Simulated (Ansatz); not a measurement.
Here is an Ansatz input file for ClH4NOSi, SMILES N[SiH](O)Cl. Write the same calculation for the Python package.

```yaml
crystal:
  periodic: [false, false, false]
  atoms:
    - { symbol: "N", position_ang: [-0.8122, 0.7561, -0.1939] }
    - { symbol: Si, position_ang: [0.4618, -0.2369, -0.1611] }
    - { symbol: O, position_ang: [0.4297, -0.7998, 1.3671] }
    - { symbol: Cl, position_ang: [0.2317, -1.8146, -1.3836] }
    - { symbol: H, position_ang: [-0.963, 1.1471, -1.1702] }
    - { symbol: H, position_ang: [-0.6543, 1.6243, 0.3739] }
    - { symbol: H, position_ang: [1.7148, 0.5126, -0.5024] }
    - { symbol: H, position_ang: [-0.3164, -1.2459, 1.6144] }
basis:
  gaussian:
    orbitals: "6-31G"
hamiltonian:
  xc: pbe0
md:
  timestep: 1.0
  n_steps: 40
  ensemble: nvt_langevin
  temperature: 300.0
  friction: 0.01
  initial_velocities: maxwell_boltzmann
  seed: 88
```

`clh4nosi.py`:
```python
"""Molecular dynamics of one ClH4NOSi molecule."""

import warnings

import ansatz as az
import numpy as np

GEOMETRY = """
N    -0.81220    0.75610   -0.19390
Si    0.46180   -0.23690   -0.16110
O     0.42970   -0.79980    1.36710
Cl    0.23170   -1.81460   -1.38360
H    -0.96300    1.14710   -1.17020
H    -0.65430    1.62430    0.37390
H     1.71480    0.51260   -0.50240
H    -0.31640   -1.24590    1.61440
"""

warnings.simplefilter("ignore", az.DeckWarning)

system = az.Crystal.molecule()
for line in GEOMETRY.strip().splitlines():
    symbol, *xyz = line.split()
    system = system.atom(symbol, [float(v) for v in xyz])

calc = system.calculation()
calc = calc.basis(gaussian="6-31G")
calc = calc.functional("pbe0")
calc = calc.md("nvt_langevin", timestep=1.0, steps=40, temperature=300, initial_velocities="maxwell_boltzmann", seed=88, friction=0.01)
frames = []
calc.session().plan().execute(on_event=lambda e: frames.append(e["data"]) if e["event"] == "md_step" else None)
print("t (fs)   E_pot (eV)      E_kin (eV)   T (K)   d(0-1) (A)")
for f in frames[::2]:
    xyz = np.array(f["positions_ang"])
    print(f"{f['time_fs']:6.2f} {f['lagrangian_ev']:14.5f} {f['e_kin_ev']:10.5f} {f['temperature_k']:8.1f} {np.linalg.norm(xyz[0] - xyz[1]):9.4f}")
print("mean temperature", round(float(np.mean([f["temperature_k"] for f in frames])), 1), "K")
```

```console
$ python clh4nosi.py
t (fs)   E_pot (eV)      E_kin (eV)   T (K)   d(0-1) (A)
  0.00   -23988.76862    0.27145    262.5    1.6156
  2.00   -23988.99379    0.45542    440.4    1.6379
  4.00   -23989.03442    0.46777    452.4    1.6712
  6.00   -23989.44856    0.83922    811.6    1.7089
  8.00   -23989.48910    0.93774    906.8    1.7470
 10.00   -23989.83426    1.20234   1162.7    1.7857
 12.00   -23989.76642    1.11617   1079.4    1.8200
 14.00   -23989.79217    1.07012   1034.9    1.8438
 16.00   -23989.55969    0.80487    778.3    1.8620
 18.00   -23989.58728    0.81388    787.1    1.8794
 20.00   -23989.54469    0.74607    721.5    1.8924
 22.00   -23989.64110    0.75358    728.7    1.8960
 24.00   -23989.64038    0.71242    688.9    1.8849
 26.00   -23989.68289    0.69820    675.2    1.8605
 28.00   -23989.80992    0.79561    769.4    1.8266
 30.00   -23989.81316    0.76780    742.5    1.7871
 32.00   -23989.92074    0.84125    813.5    1.7471
 34.00   -23989.73331    0.63632    615.3    1.7118
 36.00   -23989.74416    0.56545    546.8    1.6832
 38.00   -23989.55433    0.37734    364.9    1.6680
 40.00   -23989.68409    0.46201    446.8    1.6656
mean temperature 714.9 K
```

These settings explore the input space; basis and method may be short of convergence. The trajectory is only some femtoseconds long, so its temperature is not equilibrated; where the script doesn't relax first, it starts from a rough generated geometry. The printed temperature counts all 3N degrees of freedom under Langevin dynamics, so the first row lies under the target. With hydrogen a step over 0.5 fs is long. Timing: 100 s on 1 thread of Arm Neoverse V1 (shared host), peak memory 0.19 GiB.

(Lines on the test bed's own set-up are left out of the output.)
